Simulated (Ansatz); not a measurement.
# GeNH (triplet): RPA-PBE over vertical spin and charge gaps, cc-pVDZ

Aim: run GeNH (triplet) with these functionals over vertical spin and charge gaps, and hold them against the top wave-function level at the same points.

Method: cc-pVDZ, all electrons in the functionals, frozen cores in the correlation of double hybrids and RPA; program: Ansatz 0.2.0, Gaussian basis.

The runs, in order: RPA-PBE, at charge 0, triplet; charge 0, singlet; charge 0, quintet; charge 1, doublet; charge 1, quartet.

7 further runs of the same task are left out: 1 that didn't finish, 6 set aside as unsound or not needed.

**1. The system**

The geometry is a PBE0/def2-TZVP stationary point (not a proven minimum). No spin-orbit coupling is included. The filled d shell of Ge may be among the frozen orbitals whatever the setting's name suggests; the logs give the count.

3 atoms, charge 0, spin multiplicity 3.

Atoms are counted from 1 here; the program's logs count them from 0.

Bond lengths: Ge1–N2 1.894 Å, Ge1–H3 1.601 Å. Angles: N2–Ge1–H3 92.9°.

No dispersion term is added.

The geometry shown and the zero of energy belong to the point charge 0, triplet. The yardstick, UCCSDTQ, and other wave-function levels (R restricted, U unrestricted, valence and pair active spaces) come from earlier runs.

**2. RPA-PBE, charge 0, triplet**

The input, in.yaml:

```yaml
crystal:
  periodic: [false, false, false]
  atoms:
    - {symbol: Ge, position_ang: [0.000000, -0.029158, 0.300919]}
    - {symbol: N, position_ang: [0.000000, 0.038514, -1.592101]}
    - {symbol: H, position_ang: [0.000000, 1.566135, 0.437823]}
basis:
  gaussian: {orbitals: cc-pVDZ}
magnetization: {spin_polarized: true, initial_magnetization: 2}
hamiltonian: {xc: {name: PBE}}
correlation: {method: rpa, electrons: outside_noble_gas}
```

The run is started by

```sh
$ ansatz run in.yaml --threads 1 --pin off --events-out ev --progress --plain --max-ram 4096MiB --backend cpu
```

The log of the run:

```text
Functional definition: PBE
  name "PBE"
  cite "Perdew, Burke & Ernzerhof, Phys. Rev. Lett. 77, 3865 (1996) doi:10.1103/PhysRevLett.77.3865"
  parent pbe
  parameter kappa = 0.804
  parameter beta = 0.06672455060314922
  exchange = pbe_x(kappa = kappa, mu = beta*pi^2/3)
  correlation = pbe_c(beta = beta)
508 factors; integrals over basis functions are off by at most 1.1e-3 eV
mean field evaluation 1: about -58000.3483 eV, gradient 3.8e1 eV
mean field evaluation 2: about -58000.3441 eV, gradient 3.8e1 eV
mean field evaluation 4: about -58007.9736 eV, gradient 8.9e0 eV
mean field evaluation 8: about -58008.8413 eV, gradient 6.0e-1 eV
mean field evaluation 16: about -58008.8441 eV, gradient 1.8e-4 eV
mean field evaluation 32: about -58008.9111 eV, gradient 1.7e-1 eV
mean field evaluation 64: about -58008.9073 eV, gradient 2.8e-1 eV
mean field evaluation 96: about -58008.8404 eV, gradient 2.1e-1 eV
mean field evaluation 128: about -58008.8744 eV, gradient 2.7e-1 eV
mean field evaluation 160: about -58008.9117 eV, gradient 2.7e-2 eV
mean field evaluation 192: about -58003.5419 eV, gradient 4.5e0 eV
mean field -58008.91188762 eV, -2131.7881920172 hartree, gradient 2.0e-6 eV, S^2 2.022957; 14 other end points of the search recorded, 0 dependent functions left out
15 core orbitals not correlated: weight in the atoms' cores, before any rotation towards them, 0.997 or more for the frozen orbitals, at most 0.003 for the correlated occupied ones
reference -57966.16751921 eV, -2130.2173654516 hartree; 6, 4 occupied and 25, 27 virtual orbitals, 508 factors
Total energy: -57975.99911155 eV, -2130.5786698058 hartree
```

It took 8.5 s on 1 thread of AMD EPYC 7R13, shared host.

From the report: ⟨S²⟩ of the determinant 2.023 (pure triplet: 2.00).

**3. RPA-PBE, charge 0, singlet**

Edit in.yaml of step 2 so:

```diff
@@ -8,3 +8,3 @@
   gaussian: {orbitals: cc-pVDZ}
-magnetization: {spin_polarized: true, initial_magnetization: 2}
+magnetization: {spin_polarized: true, initial_magnetization: 0}
 hamiltonian: {xc: {name: PBE}}
```

Same command.

The log of the run, shortened:

```text
Functional definition: PBE
  name "PBE"
  cite "Perdew, Burke & Ernzerhof, Phys. Rev. Lett. 77, 3865 (1996) doi:10.1103/PhysRevLett.77.3865"
  parent pbe
[...]
508 factors; integrals over basis functions are off by at most 1.1e-3 eV
[...]
mean field -58009.13078285 eV, -2131.7962362686 hartree, gradient 1.6e-6 eV, S^2 0.521673; 13 other end points of the search recorded, 0 dependent functions left out
15 core orbitals not correlated: weight in the atoms' cores, before any rotation towards them, 0.997 or more for the frozen orbitals, at most 0.002 for the correlated occupied ones
reference -57964.54111246 eV, -2130.1575961057 hartree; 5, 5 occupied and 26, 26 virtual orbitals, 508 factors
Total energy: -57976.21033680 eV, -2130.5864321906 hartree
```

Wall time 8.5 s (1 thread of AMD EPYC 7R13, shared host).

From the report: ⟨S²⟩ of the determinant 0.522 (pure singlet: 0.00). The determinant is far from a pure spin state, so its energy mixes those of several spin states (harmless only where they are near-degenerate, as at dissociation).

From charge 0, triplet: -0.211 eV.

**4. RPA-PBE, charge 0, quintet**

Edit in.yaml of step 3 so:

```diff
@@ -8,3 +8,3 @@
   gaussian: {orbitals: cc-pVDZ}
-magnetization: {spin_polarized: true, initial_magnetization: 0}
+magnetization: {spin_polarized: true, initial_magnetization: 4}
 hamiltonian: {xc: {name: PBE}}
```

The command is unchanged.

The log of the run, shortened:

```text
Functional definition: PBE
  name "PBE"
  cite "Perdew, Burke & Ernzerhof, Phys. Rev. Lett. 77, 3865 (1996) doi:10.1103/PhysRevLett.77.3865"
  parent pbe
[...]
508 factors; integrals over basis functions are off by at most 1.1e-3 eV
[...]
mean field -58006.90991785 eV, -2131.7146209854 hartree, gradient 3.5e-6 eV, S^2 6.005595; 1 other end points of the search recorded, 0 dependent functions left out
15 core orbitals not correlated: weight in the atoms' cores, before any rotation towards them, 0.994 or more for the frozen orbitals, at most 0.005 for the correlated occupied ones
reference -57965.40435265 eV, -2130.1893195977 hartree; 7, 3 occupied and 24, 28 virtual orbitals, 508 factors
Total energy: -57974.11516168 eV, -2130.5094359250 hartree
```

Run time: 1.4 s. Hardware: 1 thread of AMD EPYC 7R13, shared host.

From the report: ⟨S²⟩ of the determinant 6.006 (pure quintet: 6.00).

From charge 0, triplet: +1.884 eV.

**5. RPA-PBE, charge 1, doublet**

Edit in.yaml of step 4 so:

```diff
@@ -8,3 +8,4 @@
   gaussian: {orbitals: cc-pVDZ}
-magnetization: {spin_polarized: true, initial_magnetization: 4}
+total_charge: 1
+magnetization: {spin_polarized: true, initial_magnetization: 1}
 hamiltonian: {xc: {name: PBE}}
```

Launched as before.

The log of the run, shortened:

```text
Functional definition: PBE
  name "PBE"
  cite "Perdew, Burke & Ernzerhof, Phys. Rev. Lett. 77, 3865 (1996) doi:10.1103/PhysRevLett.77.3865"
  parent pbe
[...]
508 factors; integrals over basis functions are off by at most 1.1e-3 eV
[...]
mean field -57999.75593981 eV, -2131.4517171415 hartree, gradient 2.3e-6 eV, S^2 1.315867; 11 other end points of the search recorded, 0 dependent functions left out
15 core orbitals not correlated: weight in the atoms' cores, before any rotation towards them, 0.997 or more for the frozen orbitals, at most 0.003 for the correlated occupied ones
reference -57957.35226438 eV, -2129.8934108118 hartree; 5, 4 occupied and 26, 27 virtual orbitals, 508 factors
Total energy: -57966.89342334 eV, -2130.2440419363 hartree
```

Wall time 9 s (1 thread of AMD EPYC 7R13, shared host).

From the report: ⟨S²⟩ of the determinant 1.316 (pure doublet: 0.75). The determinant is far from a pure spin state, so its energy mixes those of several spin states (harmless only where they are near-degenerate, as at dissociation).

From charge 0, triplet: +9.106 eV.

**6. RPA-PBE, charge 1, quartet**

Edit in.yaml of step 5 so:

```diff
@@ -9,3 +9,3 @@
 total_charge: 1
-magnetization: {spin_polarized: true, initial_magnetization: 1}
+magnetization: {spin_polarized: true, initial_magnetization: 3}
 hamiltonian: {xc: {name: PBE}}
```

Same command.

The log of the run, shortened:

```text
Functional definition: PBE
  name "PBE"
  cite "Perdew, Burke & Ernzerhof, Phys. Rev. Lett. 77, 3865 (1996) doi:10.1103/PhysRevLett.77.3865"
  parent pbe
[...]
508 factors; integrals over basis functions are off by at most 1.1e-3 eV
[...]
mean field -57999.55982470 eV, -2131.4445100440 hartree, gradient 7.7e-6 eV, S^2 3.757364; 6 other end points of the search recorded, 0 dependent functions left out
15 core orbitals not correlated: weight in the atoms' cores, before any rotation towards them, 0.997 or more for the frozen orbitals, at most 0.004 for the correlated occupied ones
reference -57958.15607115 eV, -2129.9229501657 hartree; 6, 3 occupied and 25, 28 virtual orbitals, 508 factors
Total energy: -57966.82712596 eV, -2130.2416055524 hartree
```

Wall time 3 s (1 thread of AMD EPYC 7R13, shared host).

From the report: ⟨S²⟩ of the determinant 3.757 (pure quartet: 3.75).

From charge 0, triplet: +9.172 eV.

**7. The comparison**

The yardstick is UCCSDTQ, where the cluster series has nearly closed. It comes from earlier runs at the same points. Energies in eV, counted from charge 0, triplet; blanks weren't run or aren't comparable.

| level | triplet to singlet | triplet to quintet | ionisation to the doublet cation | ionisation to the quartet cation |
| --- | --- | --- | --- | --- |
| UCCSDTQ |  | 1.802 |  | 9.017 |
| RPA-PBE | -0.211 | 1.884 | 9.106 | 9.172 |

Largest miss and mean time a point (UCCSDTQ took 83 s a point; shared hosts):

| level | largest miss (eV) | where | time a point |
| --- | --- | --- | --- |
| RPA-PBE | +0.155 | ionisation to the quartet cation | 6.1 s |

**8. Summary of results**

| quantity | value |
| --- | --- |
| triplet to quintet, UCCSDTQ | 1.802 eV |
| ionisation to the quartet cation, UCCSDTQ | 9.017 eV |
| largest miss, RPA-PBE | +0.155 eV (ionisation to the quartet cation) |

What this shows: Misses are known at 2 of 4 points at best, and only functionals with that many are ranked. RPA-PBE strays by up to 0.155 eV, at ionisation to the quartet cation. RPA-PBE clearly breaks the spin symmetry at some points (⟨S²⟩ up to 0.57 above the pure value), so energy there is bought with a mixed spin. Functionals and the yardstick converge differently with the basis, so part of each miss in cc-pVDZ is the basis.
